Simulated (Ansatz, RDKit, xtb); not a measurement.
# C4H6O3SSi: which of the isomers drawn lies lowest?, part 2 of 2

Which of a sample of isomers of C4H6O3SSi is the most stable in the gas at 298.15 K, and what are its properties? The sample is small against all isomers, and the most stable one of this formula need not be in it.

xtb, Ansatz and PySCF; isolated molecules. Earlier steps stand in the parts before.

## 10. c094d at MP2/def2-TZVPP

The input, input.yaml:

```yaml
crystal:
  periodic: [false, false, false]
  atoms:
    - {symbol: C, position_ang: [-0.488028, 0.703856, -1.677593]}
    - {symbol: C, position_ang: [-1.553910, 0.360444, -2.571528]}
    - {symbol: C, position_ang: [-2.276365, -0.603104, -1.923291]}
    - {symbol: C, position_ang: [-0.639998, -0.081777, -0.541957]}
    - {symbol: O, position_ang: [0.453234, 1.619699, -1.933708]}
    - {symbol: O, position_ang: [-1.754140, -0.882365, -0.715995]}
    - {symbol: O, position_ang: [1.500697, 1.101900, 0.568325]}
    - {symbol: S, position_ang: [1.405683, -2.032456, 1.174114]}
    - {symbol: Si, position_ang: [0.408638, -0.134163, 0.955952]}
    - {symbol: H, position_ang: [1.039068, 1.668414, -1.150867]}
    - {symbol: H, position_ang: [-1.738209, 0.784112, -3.555290]}
    - {symbol: H, position_ang: [-3.166354, -1.162796, -2.202556]}
    - {symbol: H, position_ang: [-0.262588, 0.147562, 2.251771]}
    - {symbol: H, position_ang: [2.388314, 1.035384, 0.941628]}
    - {symbol: H, position_ang: [1.454958, -1.979555, 2.526015]}
basis:
  gaussian: {orbitals: def2-TZVPP}
correlation: {method: mp2, frozen_orbitals: {Si: 5, H: 0, O: 1, S: 5, C: 1}}
```

Run with:

```console
$ ansatz run input.yaml --threads 4 --pin off --max-ram 7830MiB --events-out events.jsonl --progress --plain --runs-dir runs
```

What it wrote:

```text
Warning: RAYON_NUM_THREADS=4 ignored (pool sized by the plan → 4); use --threads N
Functional definition: HF
  name "HF"
  exchange = exact_x
  correlation = 0
2358 factors; integrals over basis functions are off by at most 1.2e-3 eV
mean field evaluation 1: about -29007.8089 eV, gradient 5.0e1 eV
mean field evaluation 2: about -29008.4378 eV, gradient 5.0e1 eV
mean field evaluation 4: about -29014.1335 eV, gradient 6.0e0 eV
mean field evaluation 8: about -29014.2532 eV, gradient 4.6e-1 eV
mean field evaluation 16: about -29014.2544 eV, gradient 1.9e-6 eV
mean field -29014.25441865 eV, -1066.2541833174 hartree, gradient 1.9e-6 eV, S^2 0.000000; 0 other end points of the search recorded, 0 dependent functions left out; unrestricted orbitals would lower it
17 core orbitals not correlated: weight in the atoms' cores, before any rotation towards them, 1.000 or more for the frozen orbitals, at most 0.000 for the correlated occupied ones
reference -29014.25441865 eV, -1066.2541833174 hartree; 25, 25 occupied and 343, 343 virtual orbitals, 2358 factors
second order -44.36860781 eV of doubles, -0.00000000 eV of singles
Total energy: -29058.62302646 eV, -1067.8846995804 hartree
```

It took 17 s on 4 threads of Arm Neoverse V2, shared host; peak memory 1.6 GiB.

## 11. c674c at CCSD(T)/def2-SVP

The input, input.yaml:

```yaml
basis:
  gaussian:
    orbitals: def2-SVP
crystal:
  periodic: [false, false, false]
  atoms:
    - symbol: C
      position_ang: [-3.109364, 1.067754, -1.338403]
    - symbol: C
      position_ang: [-2.326346, 1.256492, -0.052595]
    - symbol: C
      position_ang: [-1.541457, -0.739861, -0.949942]
    - symbol: C
      position_ang: [-2.659729, -0.312783, -1.890495]
    - symbol: O
      position_ang: [-3.901740, 1.806191, -1.853052]
    - symbol: O
      position_ang: [-1.760052, -0.023238, 0.239482]
    - symbol: O
      position_ang: [-3.099532, -0.875047, -2.852752]
    - symbol: S
      position_ang: [0.056517, -0.251479, -1.803926]
    - symbol: Si
      position_ang: [1.227371, 0.094627, -0.011104]
    - symbol: H
      position_ang: [-1.540604, 2.021798, -0.197397]
    - symbol: H
      position_ang: [-2.971481, 1.560179, 0.783909]
    - symbol: H
      position_ang: [-1.524501, -1.814047, -0.726486]
    - symbol: H
      position_ang: [0.821179, 1.341419, 0.692838]
    - symbol: H
      position_ang: [2.614480, 0.248220, -0.527134]
    - symbol: H
      position_ang: [1.133747, -1.069352, 0.909674]
correlation:
  method: ccsd_t
  frozen_orbitals: {Si: 5, H: 0, O: 1, S: 5, C: 1}
```

Run with:

```console
$ ansatz run input.yaml --threads 4 --pin off --max-ram 7830MiB --events-out events.jsonl --progress --plain --runs-dir runs
```

What it wrote, shortened:

```text
Warning: RAYON_NUM_THREADS=4 ignored (pool sized by the plan → 4); use --threads N
[... 2 set-up lines as earlier in the session ...]
[...]
1602 factors; integrals over basis functions are off by at most 1.3e-3 eV
[...]
mean field -28993.11736970 eV, -1065.4774110956 hartree, gradient 1.6e-6 eV, S^2 0.000000; 0 other end points of the search recorded, 0 dependent functions left out; unrestricted orbitals would lower it
17 core orbitals not correlated: weight in the atoms' cores, before any rotation towards them, 1.000 or more for the frozen orbitals, at most 0.000 for the correlated occupied ones
reference -28993.11736970 eV, -1065.4774110956 hartree; 25, 25 occupied and 122, 122 virtual orbitals, 1602 factors
second order -35.01077585 eV of doubles, -0.00000000 eV of singles
cycle   1  -35.34436350 eV  change   -3.3e-1 eV  update   1.6e-1
[...]
cycle  13  -36.67822689 eV  change    1.1e-5 eV  update   1.8e-5
perturbative correction -1.29432631 eV, -0.0475656145 hartree
Total energy: -29031.08992289 eV, -1066.8728766867 hartree
```

It took 71 s on 4 threads of Arm Neoverse V2, shared host; peak memory 1.8 GiB.

For c094d, c674c the log finds that unrestricted Hartree-Fock orbitals lie lower, a sign to watch the closed-shell reference there.

## 12. The ranking

Energies in kcal/mol from c094d; G adds the thermal terms to the CCSD(T)/def2-SVP + MP2/def2-TZVPP - MP2/def2-SVP energy. The columns left of the relaxed level are at the tight-binding geometries.

```
 label                    SMILES     spin  r2SCAN-D4/def2-SVP  B3LYP-D3(BJ)/def2-SVP  HF/def2-SVP  MP2/def2-SVP  CCSD(T)/def2-SVP + MP2/def2-TZVPP - MP2/def2-SVP     G  share at equilibrium     T1
 c094d        Oc1ccoc1[Si@H](O)S  singlet                 0.0                    0.0          0.0           0.0                                               0.0   0.0               100.0 %  0.014
 c674c  O=C1CO[C@H](S[SiH3])C1=O  singlet                54.0                   53.5         51.4          55.2                                              59.8  58.0               < 0.1 %  0.015
c094dt        Oc1ccoc1[Si@H](O)S  triplet                84.2                   72.5         55.1          89.7                                              77.1  73.7               < 0.1 %  0.022
```

Lowest found: c094d, `Oc1ccoc1[Si@H](O)S`, a singlet. Bond lengths: C1–C2 1.433 Å, C2–C3 1.368 Å, C1–C4 1.389 Å, C1–O5 1.338 Å, C3–O6 1.345 Å, C4–O6 1.383 Å, C4–Si9 1.829 Å, O7–Si9 1.694 Å, S8–Si9 2.155 Å, O5–H10 0.979 Å, C2–H11 1.087 Å, C3–H12 1.088 Å, Si9–H13 1.486 Å, O7–H14 0.965 Å, S8–H15 1.354 Å. Some angles: C1–C2–C3 105.4°, C2–C1–C4 107.0°, C2–C1–O5 124.6°, C4–C1–O5 128.4°, C2–C3–O6 111.5°, C1–C4–O6 108.2°, C1–C4–Si9 128.5°, O6–C4–Si9 123.3°, C3–O6–C4 107.8°, C4–Si9–O7 99.3°.

```xyz
15

C    -0.4880    0.7039   -1.6776
C    -1.5539    0.3604   -2.5715
C    -2.2764   -0.6031   -1.9233
C    -0.6400   -0.0818   -0.5420
O     0.4532    1.6197   -1.9337
O    -1.7541   -0.8824   -0.7160
O     1.5007    1.1019    0.5683
S     1.4057   -2.0325    1.1741
Si    0.4086   -0.1342    0.9560
H     1.0391    1.6684   -1.1509
H    -1.7382    0.7841   -3.5553
H    -3.1664   -1.1628   -2.2026
H    -0.2626    0.1476    2.2518
H     2.3883    1.0354    0.9416
H     1.4550   -1.9796    2.5260
```

## 13. What came out

The summary covers parts 1 to 2.

| quantity | value |
| --- | --- |
| lowest structure found | Oc1ccoc1[Si@H](O)S, singlet |
| next finalist | O=C1CO[C@H](S[SiH3])C1=O, singlet, 58.0 kcal/mol higher in G |
| share at equilibrium, among the finalists | 100.0 % |
| funnel | 11 starts, 9 minima at GFN2-xTB, 6 screening runs, 3 relaxed, 3 ranked |
| CPU time of all runs | 58 min |

What this shows: `Oc1ccoc1[Si@H](O)S` comes out lowest. The margin of 58.0 kcal/mol over the next finalist is beyond the usual error of the last level; it says nothing of structures that weren't ranked. r2SCAN-D4/def2-SVP, B3LYP-D3(BJ)/def2-SVP, HF/def2-SVP and MP2/def2-SVP already put its bonding pattern lowest among the structures in one piece. The largest share of the time went into the final energies (58 %). 2 minima inside the window were never screened. The search is not exhaustive (a finite list of starts, one conformer a finalist), so a lower isomer can't be ruled out. Only 4 drawn patterns were tried, so whole families of isomers are missing, and the result ranks this sample alone. The lowest isomer need not be the one that is made and kept in a bottle, which depends on barriers.
